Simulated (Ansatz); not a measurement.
**As2Se: tests of the settings**

Aim, for As2Se: sweep the k-point mesh.

Computed with Ansatz 0.2.0 (DFT PBEsol, scalar-relativistic, plane waves, PAW, unless a step's input says otherwise).

1 further run of the same task is left out (set aside as unsound or not needed). Runs told in other sessions of the task aren't counted.

### Step 1. The starting structure

The structure is tetragonal, space group I4_1/amd (No. 141). The conventional cell has a = 7.059 Å, b = 7.059 Å, c = 5.307 Å, α = 90.00°, β = 90.00°, γ = 90.00°. As (site symmetry 2/m) has 2 Se at 2.66 Å and 4 As at 2.83 Å in its first shell of neighbours. Se (site symmetry -4m2) is surrounded by 4 As at 2.66 Å.

Coordinates:

```
As Se
1.0
    -3.52942    3.52942    2.65357
     3.52942   -3.52942    2.65357
     3.52942    3.52942   -2.65357
As Se
4 2
Direct
  0.87500 0.12500 0.75000
  0.37500 0.12500 0.25000
  0.87500 0.62500 0.75000
  0.87500 0.12500 0.25000
  0.50000 0.50000 0.00000
  0.25000 0.75000 0.50000
```

Source of the structure: the Materials Project (structure only). It is taken as it stands there.

### Step 2. The base input

input.yaml

```yaml
crystal:
  lattice:
    - [-3.529418, 3.529418, 2.653571]
    - [3.529418, -3.529418, 2.653571]
    - [3.529418, 3.529418, -2.653571]
  atoms:
    - { symbol: As, position: [0.875, 0.125, 0.75] }
    - { symbol: As, position: [0.375, 0.125, 0.25] }
    - { symbol: As, position: [0.875, 0.625, 0.75] }
    - { symbol: As, position: [0.875, 0.125, 0.25] }
    - { symbol: Se, position: [0.5, 0.5, 0.0] }
    - { symbol: Se, position: [0.25, 0.75, 0.5] }
basis:
  ecutwfc: 420
kpoints:
  mp_grid: { grid: [8, 8, 8] }
hamiltonian:
  xc: pbesol
scf:
  occupations: { method: gaussian, width: 0.1 }
output:
  forces: true
  stress: true
  eigenvalues: true
  populations: true
  write_density: true
  write_potential: true
  elf: true
  volumetric_format: npy
```

Its results, from an earlier run: -5016.6918 eV/atom at zero smearing, pressure -3.47 GPa, largest force 0.000 eV/Å, no gap on the mesh, in 7 SCF cycles and 41 s.

### Step 3. K-point mesh: 1×1×1

input.yaml

```yaml
crystal:
  lattice:
    - [-3.529418, 3.529418, 2.653571]
    - [3.529418, -3.529418, 2.653571]
    - [3.529418, 3.529418, -2.653571]
  atoms:
    - { symbol: As, position: [0.875, 0.125, 0.75] }
    - { symbol: As, position: [0.375, 0.125, 0.25] }
    - { symbol: As, position: [0.875, 0.625, 0.75] }
    - { symbol: As, position: [0.875, 0.125, 0.25] }
    - { symbol: Se, position: [0.5, 0.5, 0.0] }
    - { symbol: Se, position: [0.25, 0.75, 0.5] }
basis:
  ecutwfc: 420
kpoints:
  mp_grid: { grid: [1, 1, 1] }
hamiltonian:
  xc: pbesol
scf:
  occupations: { method: gaussian, width: 0.1 }
output:
  forces: true
  stress: true
  eigenvalues: true
```

On the command line:

```console
> ansatz run input.yaml --threads 1 --pin off --max-ram 2560MiB --backend cpu --events-out ev --progress --plain --runs-dir out
```

### Step 4. K-point mesh: 2×2×2

input.yaml, as its differences from that of step 3:

```diff
@@ -15,3 +15,3 @@
 kpoints:
-  mp_grid: { grid: [1, 1, 1] }
+  mp_grid: { grid: [2, 2, 2] }
 hamiltonian:
```

### Step 5. K-point mesh set to 4×4×4

input.yaml, as its differences from that of step 4:

```diff
@@ -15,3 +15,3 @@
 kpoints:
-  mp_grid: { grid: [2, 2, 2] }
+  mp_grid: { grid: [4, 4, 4] }
 hamiltonian:
```

### Step 6. K-point mesh set to 6×6×6

input.yaml, as its differences from that of step 5:

```diff
@@ -15,3 +15,3 @@
 kpoints:
-  mp_grid: { grid: [4, 4, 4] }
+  mp_grid: { grid: [6, 6, 6] }
 hamiltonian:
```

### Step 7. K-point mesh: 10×10×10

input.yaml, as its differences from that of step 6:

```diff
@@ -15,3 +15,3 @@
 kpoints:
-  mp_grid: { grid: [6, 6, 6] }
+  mp_grid: { grid: [10, 10, 10] }
 hamiltonian:
```

### Step 8. K-point mesh set to 12×12×12

input.yaml, as its differences from that of step 7:

```diff
@@ -15,3 +15,3 @@
 kpoints:
-  mp_grid: { grid: [10, 10, 10] }
+  mp_grid: { grid: [12, 12, 12] }
 hamiltonian:
```

(Steps that only read results are left out.)

What results come out of these runs, taken together?

The runs gave:

| quantity | value |
| --- | --- |
| k-point mesh: within 10 and 1 meV/atom of 12×12×12 from | 8×8×8 for 10; 10×10×10 for 1 |

**Reading.** In the sweep of the k-point mesh, 10×10×10 already comes within 1 meV/atom of the reference, and so do all later runs, at about 0.62 of the reference's time. The reference is only the best run made, not a proven limit. The gaps on the coarsest meshes are artefacts of sampling: the crystal is a metal on the dense ones. The error changes sign along the series, since a k mesh isn't variational, and a metal needs dense meshes to resolve its Fermi surface.
